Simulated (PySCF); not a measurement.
# C4H5Br (gauche Bromobutyne): the cost of one run

The runs use PySCF 2.14.0, with density-fitted response routines of our own; the level of theory stands in each step. All values are computed, except where a source is named. Atoms count from 0, in the outputs and in this text.

## Step 1: The molecule as given

10 atoms, charge 0, multiplicity 1; geometry from: GFN2-xTB. The atoms were then displaced at random by about 0.01 Å, so the start is not that level's minimum.

Bonds of the start (Å): C0–C1 1.22, C1–C2 1.47, C2–C3 1.50, C3–Br4 1.99, C0–H5 1.02, C2–H6 1.09, C2–H7 1.08, C3–H8 1.11, C3–H9 1.08.

## Step 2: Geometry optimisation at PBE0-D3(BJ)/def2-TZVP

What the job is given:

```
{"job": {"xc": "PBE0", "basis": "def2-TZVP", "d3": "d3bj", "grid": 2, "shake": 0.01, "kind": "geom"}, "charge": 0, "multiplicity": 1}
C      2.328530    -0.326290     0.258260
C      1.182880    -0.275900    -0.168440
C     -0.198410    -0.220870    -0.655340
C     -1.044620     0.369590     0.429550
Br    -2.937890     0.444190    -0.187060
H      3.291690    -0.328950     0.603460
H     -0.211250     0.397310    -1.548330
H     -0.495420    -1.222190    -0.912440
H     -1.075280    -0.242240     1.351680
H     -0.789820     1.384410     0.693890
```

The run is started by

```
$ OMP_NUM_THREADS=1 python probes_run.py task.json out
```

One launch serves the whole session: the jobs run in the order shown.

**Question.** How long does this first job take on 1 thread of Arm Neoverse N1, shared host, and how much memory does it need?

About 3.5 min, with a peak of 0.89 GiB.
